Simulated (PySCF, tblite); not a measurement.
# F₂H₇NSi₃: geometry, infrared bands and NMR shifts

Wanted: the infrared bands and NMR shifts of F₂H₇NSi₃ (`N[Si](F)(F)[SiH2][SiH3]`), by calculation.

The runs use tblite 0.8.0 and PySCF 2.14.0, with density-fitted response routines of our own; the level of theory stands in each step. All values are computed, except where a source is named. Atoms are numbered from 0 throughout.

## (1) Starting geometry

13 atoms, charge 0, multiplicity 1; geometry from: force field or distance geometry start.

Bonds of the start (Å): N0–Si1 1.70, Si1–F2 1.60, Si1–F3 1.60, Si1–Si4 2.30, Si4–Si5 2.29, N0–H6 1.03, N0–H7 1.01, Si4–H8 1.50, Si4–H9 1.49, Si5–H10 1.49, Si5–H11 1.48, Si5–H12 1.49.

## (2) Relaxing the molecule with GFN2-xTB

Job settings and geometry (Å):

```
{"job": {"kind": "relax", "xc": "GFN2-xTB", "basis": "xTB"}, "charge": 0, "multiplicity": 1}
N     -2.595900    -0.787700     0.272000
Si    -1.229100     0.202600     0.094800
F     -1.303800     1.245300     1.310200
F     -1.471400     0.979600    -1.283200
Si     0.760700    -0.942800     0.097400
Si     2.280600     0.753800    -0.151600
H     -3.348000    -0.171900     0.600200
H     -2.882600    -1.063700    -0.657100
H      0.858400    -1.909300    -1.048500
H      1.005600    -1.708600     1.354500
H      2.210100     1.702900     0.989600
H      2.050100     1.498000    -1.411300
H      3.660800     0.202200    -0.184900
```

The run is started by

```console
$ OMP_NUM_THREADS=1 python probes_run.py task.json out
```

This one command runs all jobs of the session in turn.

Output:

```text
step      E/eV     max force
  0    -578.28072    1.500
  1    -578.34949    0.709
  2    -578.40357    0.631
  3    -578.44899    0.748
  4    -578.50183    0.785
  5    -578.54919    0.500
  6    -578.58048    0.522
  7    -578.60578    0.584
  8    -578.62603    0.423
  9    -578.63532    0.198
 10    -578.64097    0.164
 11    -578.64469    0.173
 12    -578.64843    0.216
 13    -578.65261    0.185
 14    -578.65554    0.123
 15    -578.65724    0.104
 16    -578.65890    0.133
 17    -578.66098    0.131
 18    -578.66314    0.118
 19    -578.66497    0.132
 20    -578.66642    0.146
 21    -578.66772    0.148
 22    -578.66875    0.116
 23    -578.66967    0.090
 24    -578.67052    0.099
 25    -578.67156    0.122
 26    -578.67264    0.107
 27    -578.67371    0.116
 28    -578.67478    0.130
 29    -578.67619    0.120
 30    -578.67806    0.141
 31    -578.67999    0.142
 32    -578.68153    0.106
 33    -578.68281    0.111
 34    -578.68423    0.138
 35    -578.68602    0.159
 36    -578.68797    0.111
 37    -578.68933    0.074
 38    -578.69005    0.064
 39    -578.69064    0.089
 40    -578.69136    0.112
 41    -578.69224    0.085
 42    -578.69324    0.106
 43    -578.69402    0.083
 44    -578.69443    0.052
 45    -578.69472    0.042
 46    -578.69500    0.077
 47    -578.69536    0.062
 48    -578.69608    0.054
 49    -578.69677    0.048
 50    -578.69724    0.045
 51    -578.69753    0.047
 52    -578.69779    0.048
 53    -578.69811    0.052
 54    -578.69864    0.076
 55    -578.69930    0.078
 56    -578.69980    0.055
 57    -578.70004    0.030
 58    -578.70014    0.027
 59    -578.70021    0.026
 60    -578.70031    0.029
 61    -578.70040    0.028
 62    -578.70049    0.038
 63    -578.70057    0.024
 64    -578.70062    0.018
 65    -578.70064    0.009
```

It took 0.36 s on 1 thread of Arm Neoverse V2, shared host.

The steps of the relaxation: (not every step is listed)

```
step  energy from step 0 (eV)  largest force (eV/Å)
   0                   0.0000                1.4996
   1                  -0.0688                0.7087
   2                  -0.1228                0.6313
   3                  -0.1683                0.7481
   4                  -0.2211                0.7853
   5                  -0.2685                0.5001
   6                  -0.2998                0.5217
   7                  -0.3251                0.5839
   8                  -0.3453                0.4231
  13                  -0.3719                0.1850
  18                  -0.3824                0.1177
  23                  -0.3890                0.0899
  28                  -0.3941                0.1299
  33                  -0.4021                0.1108
  38                  -0.4093                0.0641
  43                  -0.4133                0.0832
  48                  -0.4154                0.0537
  53                  -0.4174                0.0517
  58                  -0.4194                0.0273
  60                  -0.4196                0.0291
  61                  -0.4197                0.0282
  62                  -0.4198                0.0380
  63                  -0.4198                0.0236
  64                  -0.4199                0.0183
  65                  -0.4199                0.0094
```

Close pairs (by a distance rule), those that changed most:

```
   bond  before (Å)  after (Å)  change (Å)
Si4–Si5       2.291      2.320      +0.028
 Si4–H8       1.502      1.477      -0.026
Si5–H10       1.486      1.466      -0.020
Si5–H12       1.487      1.467      -0.020
 Si4–H9       1.492      1.473      -0.019
 Si1–F3       1.600      1.619      +0.019
  N0–H6       1.026      1.008      -0.018
Si5–H11       1.481      1.466      -0.016
```

The final coordinates are the input of the step that follows.

## (3) Infrared spectrum with GFN2-xTB

Job settings and geometry (Å):

```
{"job": {"kind": "ir", "xc": "GFN2-xTB", "basis": "xTB"}, "charge": 0, "multiplicity": 1}
N     -2.725076    -0.768697     0.224065
Si    -1.350917     0.232512     0.076632
F     -1.540589     1.294033     1.268332
F     -1.482530     1.265371    -1.163291
Si     0.717811    -0.736267     0.037350
Si     2.496169     0.739514    -0.164189
H     -3.617641    -0.380412     0.486305
H     -2.835121    -1.602890    -0.323393
H      0.716918    -1.721195    -1.062677
H      0.852227    -1.576750     1.239957
H      2.544741     1.699087     0.943008
H      2.432497     1.513624    -1.407017
H      3.787122     0.042554    -0.172810
```

Output:

```text
mode    cm-1     km/mol
  1      10.7      0.81
  2      31.4      0.02
  3      65.3      1.52
  4     118.2      1.33
  5     128.8      3.36
  6     157.4      9.58
  7     229.2     15.24
  8     244.4     96.45
  9     261.2     16.67
 10     332.1     27.59
 11     368.0    194.44
 12     410.1      6.29
 13     448.5     21.77
 14     454.6      3.12
 15     508.9     33.98
 16     581.1      8.31
 17     641.8    622.65
 18     756.1     37.68
 19     778.8    332.78
 20     787.5    319.02
 21     807.1    122.15
 22     816.1    136.88
 23     827.1    242.02
 24     848.0    210.70
 25     951.1    185.95
 26    1500.1     65.81
 27    2139.9    284.92
 28    2166.7    226.82
 29    2223.7    344.23
 30    2235.1    334.44
 31    2239.0    295.52
 32    3464.7      1.74
 33    3542.2      5.96
```

Wall time 0.36 s (1 thread of Arm Neoverse V2, shared host).

The strongest bands and the atoms that carry them (share of the mass-weighted mode):

```
cm⁻¹  km/mol                         atoms
 642   622.6    H8 42 %, H9 33 %, Si4 11 %
 779   332.8  H11 24 %, H10 24 %, H12 18 %
 788   319.0             F3 37 %, Si1 33 %
 827   242.0              H8 42 %, H9 40 %
2140   284.9                       H8 95 %
2224   344.2                      H12 95 %
2235   334.4                      H10 94 %
2239   295.5                      H11 94 %
```

## (4) NMR shieldings: PBE0/pcSseg-1

The job, as its differences from that of step 3:

```diff
@@ -1,2 +1,2 @@
-{"job": {"kind": "ir", "xc": "GFN2-xTB", "basis": "xTB"}, "charge": 0, "multiplicity": 1}
+{"job": {"kind": "nmr", "xc": "PBE0", "basis": "pcSseg-1"}, "charge": 0, "multiplicity": 1}
 N     -2.725076    -0.768697     0.224065
```

Level: GIAO PBE0/pcSseg-1 NMR shielding, non-relativistic, gas phase.

Output:

```text
coarse grid: 12448 points
cycle   1  E = -1126.4557140983  dE =  2.960e-01  |g| = 8.006e-01  |ddm| = 3.218e+00
cycle   2  E = -1126.3473945402  dE =  1.083e-01  |g| = 1.178e+00  |ddm| = 1.379e+00
cycle   3  E = -1126.5638295481  dE = -2.164e-01  |g| = 5.290e-02  |ddm| = 8.448e-01
cycle   4  E = -1126.5640806403  dE = -2.511e-04  |g| = 3.620e-02  |ddm| = 5.456e-02
cycle   5  E = -1126.5643288392  dE = -2.482e-04  |g| = 5.784e-03  |ddm| = 2.762e-02
cycle   6  E = -1126.5643355792  dE = -6.740e-06  |g| = 9.708e-04  |ddm| = 5.420e-03
final grid: 107584 points
cycle   7  E = -1126.6040093308  dE = -2.180e-05  |g| = 5.533e-03  |ddm| = 1.382e-02
cycle   8  E = -1126.6040042008  dE =  5.130e-06  |g| = 7.421e-03  |ddm| = 7.883e-03
cycle   9  E = -1126.6040152344  dE = -1.103e-05  |g| = 4.697e-04  |ddm| = 4.678e-03
cycle  10  E = -1126.6040152669  dE = -3.244e-08  |g| = 1.943e-04  |ddm| = 5.209e-04
cycle  11  E = -1126.6040152726  dE = -5.739e-09  |g| = 4.650e-05  |ddm| = 1.499e-04
cycle  12  E = -1126.6040152729  dE = -3.245e-10  |g| = 1.031e-05  |ddm| = 4.784e-05
converged SCF energy = -1126.6040152729

GIAO shielding tensors (ppm)
atom      isotropic    diamagn.    paramagn.     s11        s22        s33       span
  0 N      226.307     318.624     -92.317    198.061    207.196    273.662     75.601
  1 Si     361.295     877.452    -516.157    324.748    340.119    419.019     94.271
  2 F      321.725     471.535    -149.810    260.487    333.402    371.286    110.799
  3 F      276.324     472.633    -196.309    216.372    259.351    353.248    136.877
  4 Si     487.637     883.104    -395.466    475.740    484.068    503.104     27.364
  5 Si     465.486     880.011    -414.525    458.191    462.042    476.225     18.033
  6 H       29.847      28.173       1.674     23.151     25.040     41.350     18.199
  7 H       30.536      31.001      -0.465     24.142     26.593     40.873     16.731
  8 H       28.558      30.728      -2.171     24.842     26.668     34.164      9.322
  9 H       28.491      30.472      -1.980     24.613     26.435     34.425      9.812
 10 H       28.056      28.952      -0.896     24.369     26.241     33.558      9.189
 11 H       28.082      28.975      -0.892     24.405     26.268     33.574      9.169
 12 H       28.077      28.475      -0.398     24.478     25.536     34.217      9.739
```

It took 21 s on 1 thread of Arm Neoverse V2, shared host; peak memory 0.73 GiB.

Shifts follow as δ = σ(reference) − σ, with reference shieldings (ppm) from runs at the same level and on the same kind of geometry: 1H TMS 31.72, 29Si TMS 349.2, 19F CFCl3 170.9, 15N NH3 267.7. The references are single molecules in the gas phase, so shifts against H2O, NH3, PH3, H3PO4 or CFCl3 are not on the usual liquid scales and can be off by tens of ppm. Atoms listed in one row are averaged.

```
        atoms                           environment  σ (ppm)  δ (ppm)
H10, H11, H12    hydrogen on a silicon bonded to Si    28.07     3.65
       H8, H9  hydrogen on a silicon bonded to 2 Si    28.52     3.19
       H6, H7   hydrogen on a nitrogen bonded to Si    30.19     1.53
           N0            nitrogen bonded to Si, 2 H    226.3     41.4
          Si1          silicon bonded to 2 F, N, Si    361.3    -12.1
          Si5             silicon bonded to Si, 3 H    465.5   -116.3
          Si4           silicon bonded to 2 Si, 2 H    487.6   -138.5
       F2, F3                 fluorine bonded to Si    299.0   -128.1
```

Charges from the same density, by scheme (e):

```
 atoms  Mulliken    IAO  Hirshfeld  ESP fit
    N0     -0.63  -0.85      -0.32    -1.14
   Si1      1.18   1.40       0.45     1.01
F2, F3     -0.42  -0.54      -0.22    -0.34
   Si4     -0.18   0.07       0.16    -0.07
   Si5      0.23   0.32       0.23     0.25
```

Mayer bond orders: N0–Si1 1.08, Si1–F2 0.92, Si1–F3 0.93, Si1–Si4 0.88, Si4–Si5 0.91.

Orbitals, density, ELF and potential are computed afterwards from the orbital file.

Frontier orbitals at PBE0/pcSseg-1, with the share of their density that lies nearest to each atom:

```
orbital  energy (eV)                                                     lies on
   HOMO        -8.18                              N0 67 %; H6, H7 about 8 % each
   LUMO        -0.58  Si1, Si4 about 19 % each; Si5 11 %; H8, H12 about 9 % each
```

ELF in a plane through or near 6 of the atoms.

Ten even steps from ' ' (0.00) to '@' (1.00):
```
                                                        
                                                        
                                                        
                                                        
                                                        
              ......                                    
            ::====--..        ..::::..                  
          ..--++++==::..    ..........  ..**##--        
        ..::::..++  ==++--++++  ##==--****@@@@%%::      
      ::**##++++**::##@@**%%@@--##--####**@@@@%%..      
      ##@@@@@@..--::@@%%..--@@@@..--%%--++##**==        
    ..@@@@@@@@%%--##@@::%%**==@@==--******++..          
      %%@@@@@@%%--==**..**::..==..  ::**%%##::          
      ==@@@@@@--  ..::::::::--::      ==##++..          
        ::++==      ..::====--..        ....            
                      ..::::..                          
                                                        
                                                        
                                                        
                                                        
```
The map spans 12.7 Å across and 8.9 Å up, centred on the molecule. Atoms in the plane (x, y in Å): N0 (2.8, -0.2), Si1 (1.3, 0.5), Si4 (-0.6, -0.9), Si5 (-2.6, 0.2), H6 (3.6, 0.3), H12 (-3.7, -0.7).

On the surface of density 0.002 e/bohr³ the electrostatic potential runs, from the 1st to the 99th percentile, from -1.18 V near F3 to 1.90 V near H7.

## (5) What came out

```
                                                                 quantity                      value
                                strongest single infrared mode (GFN2-xTB)       642 cm⁻¹, 623 km/mol
                                             zero-point energy (GFN2-xTB)              44.4 kcal/mol
   1H shifts against TMS (PBE0/pcSseg-1, means over atoms taken as alike)       3.65, 3.19, 1.53 ppm
                                   15N shifts against NH3 (PBE0/pcSseg-1)                   41.4 ppm
                                  29Si shifts against TMS (PBE0/pcSseg-1)  -12.1, -116.3, -138.5 ppm
19F shifts against CFCl3 (PBE0/pcSseg-1, means over atoms taken as alike)                 -128.1 ppm
                                    surface potential, 1st and 99th percentile         -1.18 V and 1.90 V
```

The optimisation took 65 steps and gained 0.420 eV; among the close pairs (by a distance rule), Si4–Si5 changed most, from 2.291 to 2.320 Å. All 33 modes are real, so the xTB geometry is a minimum. The strongest single mode, at 642 cm⁻¹, moves mainly H8 and H9. GFN2-xTB is a fitted tight-binding method: band positions and strengths are rough. Its intensities can rank the bands wrongly. At PBE0/pcSseg-1: The widest tensor belongs to F2, F3: span 124 ppm, with a paramagnetic part of -173 ppm. By nearest atom (PBE0/pcSseg-1), the HOMO sits on N0 67 %; H6, H7 about 8 % each and the LUMO on Si1, Si4 about 19 % each; Si5 11 %.
